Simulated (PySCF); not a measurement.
# TeF5: structure of the doublet

Aim: relax TeF5 as a doublet from a hand-made trigonal bipyramidal geometry, check by its vibrations whether the end is a minimum, and collect its spectrum and constants.

Program: PySCF 2.14.0. Level of theory: PBE0, basis Te def2-SVP with ECP28, F def2-SVP, scalar-relativistic core potentials, no spin–orbit coupling, density fitting. These are calculated values, not measurements.

## 1. Starting geometry

6 atoms, charge 0, spin multiplicity 2.

Bond lengths: Te1–F2 2.000 Å, Te1–F3 2.000 Å, Te1–F4 2.000 Å, Te1–F5 2.000 Å, Te1–F6 2.000 Å. Angles: F2–Te1–F3 180.0°, F2–Te1–F4 90.0°, F2–Te1–F5 90.0°, F2–Te1–F6 90.0°, F3–Te1–F4 90.0°, F3–Te1–F5 90.0°, F3–Te1–F6 90.0°, F4–Te1–F5 120.0°, F4–Te1–F6 120.0°, F5–Te1–F6 120.0°.

```xyz
6
charge 0 multiplicity 2
Te    0.0000    0.0000    0.0000
F     0.0000    0.0000    2.0000
F     0.0000    0.0000   -2.0000
F     2.0000    0.0000    0.0000
F    -1.0000    1.7321    0.0000
F    -1.0000   -1.7321    0.0000
```

## 2. Relaxation: trigonal bipyramidal start, doublet

The steps below are one call of a driver around PySCF. For each, scf.py gives the equivalent set-up of the SCF; relaxations use the driver's own optimiser. Before each start the driver seeks the lowest SCF state from one or more starting densities and follows internal instabilities, so scf.py alone need not reach the same state.

The program finds D3h symmetry in the start, which this walk keeps. Threshold on the gradient: 0.0003 Eh/bohr, with a further test on the energy change.

Contents of scf.py:

```python
from pyscf import gto, scf, dft
mol = gto.M(atom='''
Te    -0.000000     0.000000    -0.000000
F      0.000000     0.000000     2.000000
F     -0.000000    -0.000000    -2.000000
F      2.000028    -0.000025    -0.000000
F     -0.999993     1.732088    -0.000000
F     -1.000036    -1.732063     0.000000''',
    basis={'Te': 'def2-SVP', 'F': 'def2-SVP'},
    ecp={'Te': 'def2-SVP'},
    charge=0, spin=1)
mf = dft.UKS(mol, xc='PBE0')
mf.grids.atom_grid = (50, 194)
aux = {'Te': 'def2-universal-JKFIT', 'F': 'def2-universal-JKFIT'}
mf = mf.density_fit(auxbasis=aux)
mf.kernel()
```

After this run come: Releasing the symmetry; Is it a minimum? Harmonic modes.

Q: Predict the outcome of this session. Wanted: minimum; geometry; wavenumbers; dipole moment; highest occupied, lowest empty level; polar-tensor charge of Te1; zero-point energy; atomisation energy; ⟨S²⟩.

As calculated:

```
                                          quantity                                                                                      value
                                           minimum                                                                               doublet, C4v
                                          geometry  Te–F 1.872 Å, Te–F 1.927 Å (×4); F–Te–F 90.0° (×4), F–Te–F 90.3° (×4), F–Te–F 179.4° (×2)
                                wavenumbers (cm⁻¹)      119 (b1), 182 (e), 231 (a1), 248 (b2), 267 (e), 599 (a1), 603 (b1), 631 (e), 711 (a1)
                                     dipole moment                                                                                     1.92 D
highest occupied, lowest empty level (either spin)                                                                            -9.77, -6.58 eV
                        polar-tensor charge of Te1                                                                                    +2.48 e
                                 zero-point energy                                                                                27.9 kJ/mol
                               entropy at 298.15 K                                                                            356.1 J/(mol K)
         atomisation energy (no zero-point energy)                                                                                1516 kJ/mol
                                              ⟨S²⟩                                                                                      0.757
```

**Reading.** From D3h at the start the molecule goes to a C4v minimum. In the infrared the band at 631 cm⁻¹ (e, stretch) leads. Only this shape and spin were tried, so other structures or states may lie lower. A two-component treatment could change these values noticeably.
